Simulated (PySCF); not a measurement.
# B2Cl3GeH3: the cost of one run

Computed with PySCF 2.14.0, with density-fitted response routines of our own, on a single molecule in the gas phase. Atoms are numbered from 0 throughout.

### 1 Starting geometry

9 atoms, charge 0, multiplicity 1; geometry from: GFN2-xTB. The atoms were then displaced at random by about 0.01 Å, so the start is not that level's minimum.

Bonds of the start (Å): B0–Ge1 2.00, Ge1–Cl2 2.15, Ge1–B3 2.10, B3–Cl4 1.67, B3–Cl5 1.70, B0–H6 1.16, B0–H7 1.16, Ge1–H8 1.54.

### 2 Optimising the geometry at PBE0-D3(BJ)/def2-SVP

Job settings and geometry (Å):

```
{"job": {"xc": "PBE0", "basis": "def2-SVP", "d3": "d3bj", "grid": 1, "shake": 0.01, "kind": "geom"}, "charge": 0, "multiplicity": 1}
B     -1.757610    -0.087460     0.508710
Ge    -0.038690     0.613060    -0.246830
Cl    -0.194150     0.861530    -2.378130
B      1.652730    -0.596420     0.043110
Cl     2.901800    -0.138540     1.047870
Cl     1.672430    -2.117610    -0.719990
H     -2.522100    -0.645760    -0.166810
H     -2.005430     0.074640     1.630720
H      0.348810     2.019390     0.247620
```

The run is started by

```
$ OMP_NUM_THREADS=1 python probes_run.py task.json out
```

The driver reads the jobs from task.json and runs them one after another.

Q: Estimate the wall time and peak memory of this first job on 1 thread of Arm Neoverse V1, shared host.

About 2.5 min, with a peak of 0.55 GiB.
